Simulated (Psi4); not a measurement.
**SnNH4Cl (SMILES [NH2][SnH2][Cl]): B3LYP/def2-TZVPD (density fitting, core potential, sweep point 7)**

Aim: the vertical ionisation energy of SnNH4Cl at B3LYP/def2-TZVPD (density fitting, core potential, sweep point 7), from 2 runs. The job is set up through a Python script.

The results are computed with Psi4 1.11.

4 further runs of the same task are left out: 4 set aside as unsound or not needed. Runs told in other sessions of the task aren't counted.

## Step 1: The structure to begin with

The species is SnNH4Cl (7 atoms), meant as a singlet with charge 0. SMILES: `[NH2][SnH2][Cl]`. Geometry: relaxed at PBE0-D4/def2-TZVP. This is one conformer, not always the lowest.

Bond lengths: N1–Sn2 2.002 Å, Sn2–Cl3 2.335 Å, N1–H4 1.009 Å, N1–H5 1.009 Å, Sn2–H6 1.700 Å, Sn2–H7 1.700 Å. Angles: N1–Sn2–Cl3 106.6°, N1–Sn2–H6 110.9°, N1–Sn2–H7 110.9°, Cl3–Sn2–H6 105.3°, Cl3–Sn2–H7 105.3°, Sn2–N1–H4 116.4°, Sn2–N1–H5 116.4°, H6–Sn2–H7 117.0°, H4–N1–H5 109.9°.

## Step 2: A single-point energy at B3LYP/def2-TZVPD (density fitting, core potential, sweep point 7)

Contents of job.py:

```python
import psi4

psi4.set_memory('1600 MB')
psi4.set_num_threads(1)
psi4.core.set_output_file('clh4nsn.out', False)

geom = psi4.geometry("""
0 1
N     -1.83832557    -0.03798350    -1.57829926
Sn     1.06259300     0.07823466     0.84867600
Cl     1.59946419    -4.03173069     2.36404738
H     -3.40812107     0.91746203    -1.07052985
H     -1.42938884     0.31218276    -3.40717620
H      0.32654467     1.84588448     3.42909703
H      3.80288485     0.78763785    -0.67217558
units au
symmetry c1
""")

psi4.set_options({
    'basis': 'def2-TZVPD',
    'reference': 'rks',
    'puream': True,
    'scf_type': 'df',
    'dft_radial_points': 150,
    'dft_spherical_points': 974,
})

energy_value = psi4.energy("b3lyp")
print('E =', round(energy_value, 9))
for k, v in sorted(psi4.core.scalar_variables().items()):
    print(f'{k:45s} {v:18.10f}')
```

The run is started by

```
$ python job.py
```

clh4nsn.out:

```text
[...]
    !!!  WARNING: ECP capability is in beta. Please check occupations closely.  !!!
[...]
  Running in c1 symmetry.
[...]
  Nuclear repulsion =  186.923705874778818
[...]
  Multiplicity = 1
[...]
  Nalpha       = 25
  Nbeta        = 25
[...]
    Number of basis functions: 175
[...]
   @DF-RKS iter   1:  -731.21740918946534   -8.09029e-01   6.74404e-03 DIIS/ADIIS
[...]
   @DF-RKS iter   9:  -731.82638879901890   -2.46615e-07   8.83218e-07 DIIS
[...]
    Orbital Energies [Eh]
    ---------------------
    Doubly Occupied:
       1A   -101.496337     2A    -14.311628     3A     -9.429381
       4A     -7.188470     5A     -7.183453     6A     -7.183361
       7A     -5.126558     8A     -3.469372     9A     -3.466003
      10A     -3.465955    11A     -1.057592    12A     -1.054303
      13A     -1.052030    14A     -1.048377    15A     -1.047502
      16A     -0.842799    17A     -0.790461    18A     -0.529400
      19A     -0.494263    20A     -0.388632    21A     -0.362026
      22A     -0.359760    23A     -0.308829    24A     -0.304254
      25A     -0.273780
[...]
  @DF-RKS Final Energy:  -731.82638879901890
   => Energetics <=
    Nuclear Repulsion Energy =            186.9237058747788183
    One-Electron Energy =               -1461.5872137553853918
    Two-Electron Energy =                 587.1541038187019694
    DFT Exchange-Correlation Energy =     -44.3169847371142183
    Empirical Dispersion Energy =           0.0000000000000000
    VV10 Nonlocal Energy =                  0.0000000000000000
    Total Energy =                       -731.8263887990189005
[...]
 Multipole Moments:
 ------------------------------------------------------------------------------------
     Multipole            Electronic (a.u.)      Nuclear  (a.u.)        Total (a.u.)
 ------------------------------------------------------------------------------------
 L = 1.  Multiply by 2.5417464519 to convert [e a0] to [Debye]
 Dipole X            :          8.2070501           -8.3750827           -0.1680327
 Dipole Y            :         27.4179304          -26.1362595            1.2816709
 Dipole Z            :         -0.1255169           -0.3481298           -0.4736467
 Magnitude           :                                                    1.3766831
[...]
```

The script printed:

```text
E = -731.826388799
CURRENT ENERGY                                   -731.8263887990
CURRENT REFERENCE ENERGY                         -731.8263887990
DD SOLVATION ENERGY                                 0.0000000000
DFT FUNCTIONAL TOTAL ENERGY                      -731.8263887990
DFT TOTAL ENERGY                                 -731.8263887990
DFT VV10 ENERGY                                     0.0000000000
DFT XC ENERGY                                     -44.3169847371
GRID ELECTRONS ALPHA                               24.9999999963
GRID ELECTRONS BETA                                24.9999999963
GRID ELECTRONS TOTAL                               49.9999999927
NUCLEAR REPULSION ENERGY                          186.9237058748
ONE-ELECTRON ENERGY                             -1461.5872137554
PCM POLARIZATION ENERGY                             0.0000000000
PE ENERGY                                           0.0000000000
SCF ITERATION ENERGY                             -731.8263887990
SCF ITERATIONS                                      9.0000000000
SCF TOTAL ENERGY                                 -731.8263887990
TWO-ELECTRON ENERGY                               587.1541038187
XC GRID RADIAL POINTS                             150.0000000000
XC GRID SPHERICAL POINTS                          974.0000000000
XC GRID TOTAL POINTS                           977076.0000000000
```

Wall time 71 s (1 thread of Intel Xeon Platinum 8488C (Sapphire Rapids), shared host); peak memory 1.4 GiB.

## Step 3: The doublet cation, same level

Contents of run.py:

```python
import psi4

psi4.set_memory('1600 MB')
psi4.set_num_threads(1)
psi4.set_output_file('output.dat', False)

geom = psi4.geometry("""
1 2
N     -1.83832557    -0.03798350    -1.57829926
Sn     1.06259300     0.07823466     0.84867600
Cl     1.59946419    -4.03173069     2.36404738
H     -3.40812107     0.91746203    -1.07052985
H     -1.42938884     0.31218276    -3.40717620
H      0.32654467     1.84588448     3.42909703
H      3.80288485     0.78763785    -0.67217558
units au
symmetry c1
""")

options = {'basis': 'def2-TZVPD', 'reference': 'uks', 'puream': True, 'scf_type': 'df', 'dft_radial_points': 150, 'dft_spherical_points': 974, 'maxiter': 100}
psi4.set_options(options)

energy_value = psi4.energy('b3lyp', molecule=geom)
print('E =', round(energy_value, 9))
for k, v in sorted(psi4.core.scalar_variables().items()):
    print(f'{k:45s} {v:18.10f}')
```

The run is started by

```
$ python run.py
```

output.dat:

```text
[...]
    !!!  WARNING: ECP capability is in beta. Please check occupations closely.  !!!
[...]
  Running in c1 symmetry.
[...]
  Nuclear repulsion =  186.923705874778818
[...]
  Multiplicity = 2
[...]
  Nalpha       = 25
  Nbeta        = 24
[...]
    Number of basis functions: 175
[...]
   @DF-UKS iter   1:  -730.80549434665272   -3.97114e-01   6.68916e-03 DIIS/ADIIS
[...]
   @DF-UKS iter  16:  -731.46443158624743   -1.62236e-07   8.94980e-07 DIIS
[...]
   @S^2 Observed:                7.569363461E-01
[...]
    Orbital Energies [Eh]
    ---------------------
    Alpha Occupied:
       1A   -101.695214     2A    -14.653132     3A     -9.626480
       4A     -7.387979     5A     -7.380277     6A     -7.379322
       7A     -5.344482     8A     -3.687847     9A     -3.685350
      10A     -3.681480    11A     -1.283397    12A     -1.272459
      13A     -1.267949    14A     -1.264793    15A     -1.264313
      16A     -1.161345    17A     -0.984467    18A     -0.792868
      19A     -0.767137    20A     -0.655609    21A     -0.626347
      22A     -0.560046    23A     -0.545830    24A     -0.499214
      25A     -0.489644
    Alpha Virtual:
[...]
  @DF-UKS Final Energy:  -731.46443158624743
   => Energetics <=
    Nuclear Repulsion Energy =            186.9237058747788183
    One-Electron Energy =               -1450.3568209589054732
    Two-Electron Energy =                 576.0358976493829459
    DFT Exchange-Correlation Energy =     -44.0672141515036486
    Empirical Dispersion Energy =           0.0000000000000000
    VV10 Nonlocal Energy =                  0.0000000000000000
    Total Energy =                       -731.4644315862474286
  UHF NO Occupations:
  HONO-2 :   23  A 1.9993212
  HONO-1 :   24  A 1.9978947
[...]
 Multipole Moments:
 ------------------------------------------------------------------------------------
     Multipole            Electronic (a.u.)      Nuclear  (a.u.)        Total (a.u.)
 ------------------------------------------------------------------------------------
 L = 1.  Multiply by 2.5417464519 to convert [e a0] to [Debye]
 Dipole X            :          6.9475498           -8.3750827           -1.4275329
 Dipole Y            :         27.6288498          -26.1362595            1.4925903
 Dipole Z            :         -1.2509637           -0.3481298           -1.5990935
 Magnitude           :                                                    2.6120444
[...]
```

The script printed:

```text
E = -731.464431586
CURRENT ENERGY                                   -731.4644315862
CURRENT REFERENCE ENERGY                         -731.4644315862
DD SOLVATION ENERGY                                 0.0000000000
DFT FUNCTIONAL TOTAL ENERGY                      -731.4644315862
DFT TOTAL ENERGY                                 -731.4644315862
DFT VV10 ENERGY                                     0.0000000000
DFT XC ENERGY                                     -44.0672141515
GRID ELECTRONS ALPHA                               24.9999999873
GRID ELECTRONS BETA                                23.9999999837
GRID ELECTRONS TOTAL                               48.9999999710
NUCLEAR REPULSION ENERGY                          186.9237058748
ONE-ELECTRON ENERGY                             -1450.3568209589
PCM POLARIZATION ENERGY                             0.0000000000
PE ENERGY                                           0.0000000000
SCF ITERATION ENERGY                             -731.4644315862
SCF ITERATIONS                                     16.0000000000
SCF TOTAL ENERGY                                 -731.4644315862
TWO-ELECTRON ENERGY                               576.0358976494
XC GRID RADIAL POINTS                             150.0000000000
XC GRID SPHERICAL POINTS                          974.0000000000
XC GRID TOTAL POINTS                           977076.0000000000
```

Wall time 3.3 min (1 thread of Intel Xeon Platinum 8488C (Sapphire Rapids), shared host); peak memory 1.4 GiB.

## Step 4: What came out

Level: B3LYP/def2-TZVPD (density fitting, core potential, sweep point 7).

```
                                          quantity          value
                     singlet SnNH4Cl: total energy  -731.82639 Eh
                    singlet SnNH4Cl: dipole moment         3.50 D
                      singlet SnNH4Cl: HOMO energy       -7.45 eV
                      singlet SnNH4Cl: LUMO energy       -0.95 eV
                    singlet SnNH4Cl: HOMO–LUMO gap        6.50 eV
                      doublet cation: total energy  -731.46443 Eh
doublet cation: HOMO energy (highest over α and β)      -13.25 eV
 doublet cation: LUMO energy (lowest over α and β)      -12.21 eV
                              doublet cation: ⟨S²⟩          0.757
vertical ionisation energy (to the doublet cation)       9.849 eV
```

What this shows: The vertical ionisation energy comes to 9.85 eV (227 kcal/mol). The negative HOMO energy of the first species, 7.45 eV, lies 2.40 eV below that difference.
